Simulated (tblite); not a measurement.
# C24H31I: the cost of one run

Programs: tblite 0.8.0 and PySCF 2.14.0, with routines of our own; each step states its level. All values are computed. Atoms count from 0.

## 1. The starting structure

56 atoms, charge 0, multiplicity 1; geometry from: force field, distance geometry or constructed start.

## 2. Optimising the geometry with GFN2-xTB

What the job is given:

```
{"job": {"kind": "relax", "xc": "GFN2-xTB", "basis": "xTB"}, "charge": 0, "multiplicity": 1}
I      1.610800     3.530900     3.208000
C      1.552100     2.695600     1.268000
C      2.762300     2.118200     0.829700
C      2.850900     1.554100    -0.450700
C      1.728100     1.585900    -1.269700
C      0.528000     2.158900    -0.832800
C      0.407800     2.712700     0.453300
C     -0.883700     3.357600     0.919300
C     -2.168200     3.120600     0.104800
C     -2.715900     1.693700     0.240100
C     -4.007000     1.521100    -0.564800
C     -4.718700     0.182900    -0.325600
C     -4.116600    -1.013300    -1.065500
C     -2.821800    -1.570100    -0.521700
C     -2.712600    -1.945500     0.821900
C     -1.521000    -2.496500     1.314200
C     -0.411300    -2.684800     0.468600
C     -0.539000    -2.332500    -0.879800
C     -1.727400    -1.771300    -1.362100
C      0.824700    -3.346500     1.044400
C      2.158000    -3.130100     0.324700
C      2.674000    -1.691700     0.416800
C      4.028600    -1.548900    -0.283300
C      4.706200    -0.201600    -0.087600
C      4.145900     0.953100    -0.932600
H      3.627300     2.124600     1.475900
H      1.771000     1.168700    -2.276200
H     -0.305300     2.158300    -1.523000
H     -0.712000     4.438900     0.941100
H     -1.101200     3.031100     1.946100
H     -2.930200     3.815200     0.484600
H     -2.025700     3.386800    -0.948100
H     -1.962500     0.982500    -0.109700
H     -2.902300     1.475800     1.299900
H     -4.698700     2.323200    -0.277700
H     -3.802800     1.658500    -1.635200
H     -4.804300    -0.010600     0.744800
H     -5.742900     0.304200    -0.697700
H     -4.843200    -1.837300    -1.057700
H     -3.991300    -0.741600    -2.125600
H     -3.550200    -1.839000     1.506300
H     -1.459600    -2.793900     2.358700
H      0.284200    -2.479000    -1.581600
H     -1.786000    -1.508200    -2.419500
H      0.618300    -4.425000     1.068800
H      0.940800    -3.024600     2.081300
H      2.096000    -3.446200    -0.725700
H      2.899000    -3.794500     0.793700
H      1.947200    -1.016100    -0.032600
H      2.779800    -1.409900     1.473500
H      3.907800    -1.763700    -1.358200
H      4.707800    -2.324000     0.100100
H      5.759100    -0.325000    -0.384900
H      4.725000     0.057500     0.976200
H      4.041700     0.613300    -1.971300
H      4.884400     1.765100    -0.957800
```

On the command line:

```bash
$ OMP_NUM_THREADS=2 python large_run.py task.json out
```

This one command runs all jobs of the session in turn.

**Question.** How long does this first job take on 2 threads of Arm Neoverse N1, shared host, and how much memory does it need?

About 3.8 s, with a peak of 0.19 GiB.
